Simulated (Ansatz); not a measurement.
# Si3Bi2Te2: the cost of one run

Method: DFT PBE, scalar-relativistic, plane waves, PAW, unless a step names another level, in Ansatz 0.2.0.

## (1) The starting structure

Symmetry: P-3m1, No. 164, trigonal system. Conventional cell: a = 4.038 Å, b = 4.038 Å, c = 14.933 Å, α = 90.00°, β = 90.00°, γ = 120.00°. Si (site symmetry 3m) is surrounded by 1 Si at 2.32 Å and 3 Bi at 2.69 Å. Si (site symmetry -3m) is surrounded by 6 Te at 2.80 Å. Bi (site symmetry 3m) has 3 Si at 2.69 Å in its first shell of neighbours. Te (site symmetry 3m) has 3 Si at 2.80 Å in its first shell of neighbours.

As a file:

```xyz
7
Lattice="4.0375 0.0000 0.0000 -2.0188 3.4966 0.0000 0.0000 0.0000 14.9327" Properties=species:S:1:pos:R:3 pbc="T T T"
Si    0.0000    0.0000    6.3078
Si    0.0000    0.0000    8.6249
Si    0.0000    0.0000    0.0000
Bi    0.0000    2.3311    9.9709
Bi    2.0188    1.1655    4.9618
Te    0.0000    2.3311    1.5482
Te    2.0188    1.1655   13.3845
```

It came out lowest among 24 distinct ends of the trial cells. At a tolerance of 0.05 Å it has space group P-3m1 (No. 164).

## (2) A stricter relaxation, on the response runs' mesh and smearing

Input file input.yaml:

```yaml
crystal:
  lattice:
    - [4.0375148179, 0.0, 0.0]
    - [-2.0187574089, 3.4965904004, 0.0]
    - [0.0, 0.0, 14.9327144669]
  atoms:
    - { symbol: Si, position: [0.0, 0.0, 0.4224130496] }
    - { symbol: Si, position: [0.0, 0.0, 0.5775869504] }
    - { symbol: Si, position: [0.0, 0.0, 0.0] }
    - { symbol: Bi, position: [0.3333333333, 0.6666666667, 0.6677215376] }
    - { symbol: Bi, position: [0.6666666667, 0.3333333333, 0.3322784624] }
    - { symbol: Te, position: [0.3333333333, 0.6666666667, 0.103678631] }
    - { symbol: Te, position: [0.6666666667, 0.3333333333, 0.896321369] }
basis:
  ecutwfc: 420
kpoints:
  mp_grid: { grid: [12, 12, 2] }
hamiltonian:
  xc: pbe
scf:
  occupations: { method: gaussian, width: 0.1 }
output:
  forces: true
  stress: true
  eigenvalues: true
  write_density: true
  write_potential: true
  elf: true
  volumetric_format: npy
relax:
  adjacent_minimum: "off"
  f_tol: 0.001
  max_steps: 60
  cell: { stress_tol: 0.01 }
```

Command:

```
$ ansatz run input.yaml --threads 3 --pin off --max-ram 7680MiB --backend cpu --events-out ev --progress --plain --runs-dir out
```

Q: Estimate wall time and peak memory on 3 threads of Intel Xeon Platinum 8488C (Sapphire Rapids), shared host.

About 13 s, with a peak of 0.75 GiB.
